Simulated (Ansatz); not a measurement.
Consider a ladder of basis sets of CH₅BSe, SMILES B[Se]C (the Ansatz DFT code, driven from Python).

`basis.py`
```python
# -*- coding: utf-8 -*-
import ansatz as az

XC = "hf"


def main():
    geometry_ang = [
        ("B", [-1.0436, 0.5456, -1.0106]),
        ("Se", [0.4906, -0.6466, -1.1587]),
        ("C", [0.823, -0.4928, 0.7355]),
        ("H", [-0.8715, 1.7663, -1.1524]),
        ("H", [-2.1617, 0.1438, -0.8099]),
        ("H", [1.064, 0.5791, 1.0124]),
        ("H", [1.7693, -1.1094, 1.0045]),
        ("H", [0.0221, -0.8431, 1.3234]),
    ]
    mol = az.Crystal.molecule()
    for symbol, xyz in geometry_ang:
        mol = mol.atom(symbol, xyz)

    setup = mol.calculation().functional(XC)

    energies = {}
    for basis in ["cc-pVDZ", "cc-pVTZ"]:
        data = setup.basis(gaussian=basis).run(threads=1).report
        size = data["n_frozen"] + data["n_occupied"][0] + data["n_virtual"][0]
        energies[basis] = (data["reference_energy_ev"] / 27.211386246, data["free_energy_ev"] / 27.211386246)
        print(f"{basis:14s} {size:4d} orbitals  reference {energies[basis][0]:14.6f} Ha  total {energies[basis][1]:14.6f} Ha")

    last = energies["cc-pVTZ"][1]
    for basis, (_, total) in energies.items():
        print(f"{basis:14s} lies {27.211386 * (total - last):9.4f} eV above cc-pVTZ")


if __name__ == "__main__":
    main()
```

How far does the total energy move along this ladder of basis sets?

Against cc-pVDZ: cc-pVTZ -95.8 mHa. The last step alone is -95.78 mHa. From the first set to the last the time grows from 0.9 to 1.6 s.

What the script printed:

Output of `python basis.py`:
```text
cc-pVDZ          80 orbitals  reference   -2465.245283 Ha  total   -2465.245283 Ha
cc-pVTZ         173 orbitals  reference   -2465.341061 Ha  total   -2465.341061 Ha
cc-pVDZ        lies    2.6063 eV above cc-pVTZ
cc-pVTZ        lies    0.0000 eV above cc-pVTZ
```

What to keep in mind:
- The drop along the ladder measures the basis error, and is no property of the molecule.
- The geometry is a force-field or estimated start, not a minimum of this method, and the last set is no limit. Much of the fall in a total is atomic energy, which cancels in bond and reaction energies.
- Processor time in the engine: 2.5 s on 1 thread of Intel(R) Xeon(R) Processor @ 2.30GHz (shared host), peak memory 0.38 GiB.
